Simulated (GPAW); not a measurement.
Runs of GPAW 26.7.0 on MgGe2. Symmetry: C2/m, No. 12, monoclinic system. Conventional cell: a = 11.043 Å, b = 3.700 Å, c = 6.815 Å, α = 90.00°, β = 118.17°, γ = 90.00°. Ge (site symmetry m) has 2 Ge at 2.70 Å and 3 Mg at 2.89 to 3.00 Å as nearest neighbours. Ge (site symmetry m) has 3 Ge at 2.55 to 2.70 Å and 1 Mg at 2.89 Å as nearest neighbours. Mg (site symmetry m) is surrounded by 8 Ge at 2.89 to 3.16 Å. The cell comes from a database or a generator and needn't be the stable form of this composition.

```csv
task,level,potentials or basis,k mesh,cutoff (eV),maxiter,band path,band points,convergence,mesh quality,gap on the mesh (eV),pressure (GPa),largest force (eV/Å)
band structure,LDA,"the program's PAW data sets (release 1.2.1) made for this functional, pw",5 × 5 × 3,800,150,"XGY,LGZ,NGM,RG",80,-,coarse,-,-4.4,(a)
single point,LDA,"the program's PAW data sets (release 1.2.1) made for this functional, pw",6 × 6 × 3,600,120,-,-,default,not flagged,none,-4.4,0.28
band structure,PBE,"GPAW PAW data sets (gpaw-data 1.2.1), pw",5 × 5 × 3,800,150,"XGY,LGZ,NGM,RG",80,-,coarse,-,-0.5,0.14
single point,PBE,"GPAW PAW data sets (gpaw-data 1.2.1), pw",6 × 6 × 3,600,120,-,-,default,not flagged,none,-0.5,0.07
band structure,PBEsol,"PAW data sets generated in the run's folder for this functional, pw",5 × 5 × 3,800,150,"XGY,LGZ,NGM,RG",80,-,coarse,-,(b),0.25
```

Alike in all rows: no spin polarisation; cell as given; smearing fermi-dirac 0.05 eV.

Problem. Fill in the values left out.

Solution. (a) 0.36; (b) -2.8.

Caveats: some runs use coarse meshes; the cutoff is short for stress and forces, so pressures can be off by a GPa or more (some runs).

A k mesh can miss the band edges, and the runs leave out spin-orbit coupling on Ge.

A gap of «none» marks a metal or a gap under the smearing width.

Not every run made on this cell is shown here.
